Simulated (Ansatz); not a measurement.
What does this script print? It uses the Ansatz DFT code, driven from Python.

`run_cas.py`
```python
'''Static correlation in ClFZn: natural occupations of an active space.'''

import logging
import sys
import warnings

import ansatz as az

logging.basicConfig(stream=sys.stdout, format='%(levelname)s:%(name)s:%(message)s')
logger = logging.getLogger('ansatz_job')
logger.setLevel(logging.INFO)

GEOMETRY = '''
F    -1.47290    0.73600   -0.73460
Zn   -0.19690    0.14680   -0.08890
Cl    1.65890   -0.94760    0.81020
'''

warnings.simplefilter('ignore', az.DeckWarning)

system = az.Crystal.molecule()
for line in GEOMETRY.strip().splitlines():
    symbol, *xyz = line.split()
    system = system.atom(symbol, [float(v) for v in xyz])

setup = (
    system.calculation()
    .basis(gaussian='def2-SVP')
    .correlation(active_electrons=4, active_orbitals=5)
)
for method in ['sc_nevpt2']:
    report = (setup if method is None else setup.correlation(method)).run(threads=1).report
    space = report['configurations']
    state = space['states'][0]
    print(method or 'casscf', f'total {report["free_energy_ev"] / 27.211386246:.6f} Ha, active-space state {state["energy"]["hartree"]:.6f} Ha, mean field {report["reference_energy_ev"] / 27.211386246:.6f} Ha')
    print('  determinants', state['n_determinants'], ' natural occupations', [round(n, 3) for n in space['natural_occupations']])
print('effectively unpaired electrons, sum of min(n, 2 - n):', round(sum(min(n, 2 - n) for n in space['natural_occupations']), 3))
```

Output of `python run_cas.py`:
```text
RunWarning: the results are in doubt because another end's mean lies 0.444 eV lower, and its corrected mean 0.280 eV higher
sc_nevpt2 total -2336.989231 Ha, active-space state -2336.352716 Ha, mean field -2336.317167 Ha
  determinants 52  natural occupations [1.985, 1.979, 0.018, 0.012, 0.006]
effectively unpaired electrons, sum of min(n, 2 - n): 0.072
```
(Warnings from the package without file and line.)

What to keep in mind:
- Total energies depend on the basis set; only differences at equal settings carry meaning.
- The geometry is a force-field or estimated start, not a minimum of this method, and the basis set is short of its limit. The active space starts as a window about the frontier orbitals and is then optimised, not chosen by chemistry.
- A lower CASSCF solution was found and passed over, so the printed active-space state isn't the lowest.
- The script silences the warnings on its input, which a real study should read.
- Finished in 12 s on 1 thread of Intel(R) Xeon(R) Platinum 8259CL CPU @ 2.50GHz (Skylake/Cascade Lake) (shared host), peak memory 0.22 GiB.

(Lines on the test bed's own set-up are left out of the output.)
